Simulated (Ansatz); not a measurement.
# AlHBr radical (SMILES [AlH][Br]): single points off equilibrium

The task here is to estimate one member of a computed series from the others.

Method: single points in def2-TZVPP; program: Ansatz 0.2.0, Gaussian basis.

Cores are frozen in the correlated methods. Filled d shells of the heavier atoms are correlated. Orbitals are unrestricted.

### The system as given

SMILES `[AlH][Br]`, 3 atoms, charge 0, spin multiplicity 2.

Atoms are counted from 1 here; the program's logs count them from 0.

Bond lengths: Al1–Br2 2.430 Å, Al1–H3 1.449 Å. Angles: Br2–Al1–H3 124.3°.

Coordinates:

```xyz
3
charge 0, multiplicity 2
Al   -0.3807   -0.5399   -0.3523
Br    1.6381   -0.0618    0.9129
H    -1.3451    0.4620   -0.7582
```

The first run:

run/in.yaml reads:

```yaml
crystal:
  periodic: [false, false, false]
  atoms:
    - {symbol: Al, position_ang: [-0.380700, -0.539900, -0.352300]}
    - {symbol: Br, position_ang: [1.638100, -0.061800, 0.912900]}
    - {symbol: H, position_ang: [-1.345100, 0.462000, -0.758200]}
basis:
  gaussian: {orbitals: def2-TZVPP}
magnetization: {spin_polarized: true, initial_magnetization: 1}
correlation: {method: ccsd_t}
scf: {omitted_lower_state_checks: [cluster_reference]}
output: {forces: true}
```

No record of the launch command was kept for these runs.

Among the steps run: CCSD(T)/def2-TZVPP; PBE0-D4/def2-TZVPP; wB97M-V/def2-TZVPP; r2SCAN-D4/def2-TZVPP; PBE-D4/def2-TZVPP; r2SCAN0-D4/def2-TZVPP; wB97X-V/def2-TZVPP.

One table of the session follows, with a row left open; its other results are not shown here.

| method | RMS force component (eV/Å) | angle to CCSD(T) forces (°) | dipole (D) |
| --- | --- | --- | --- |
| CCSD(T) | 1.507 | reference | 2.21 |
| PBE0-D4 | 1.525 | 1.1 | 2.26 |
| wB97M-V | ? | ? | ? |
| r2SCAN-D4 | 1.510 | 1.2 | 2.18 |
| PBE-D4 | 1.523 | 4.8 | 2.05 |
| r2SCAN0-D4 | 1.509 | 0.8 | 2.34 |
| wB97X-V | 1.522 | 0.4 | 2.37 |

**Question.** Estimate the row for wB97M-V.

As computed: RMS force component (eV/Å): 1.467; angle to CCSD(T) forces (°): 1.1; dipole (D): 2.46. In the column «RMS force component (eV/Å)» it is the lowest.
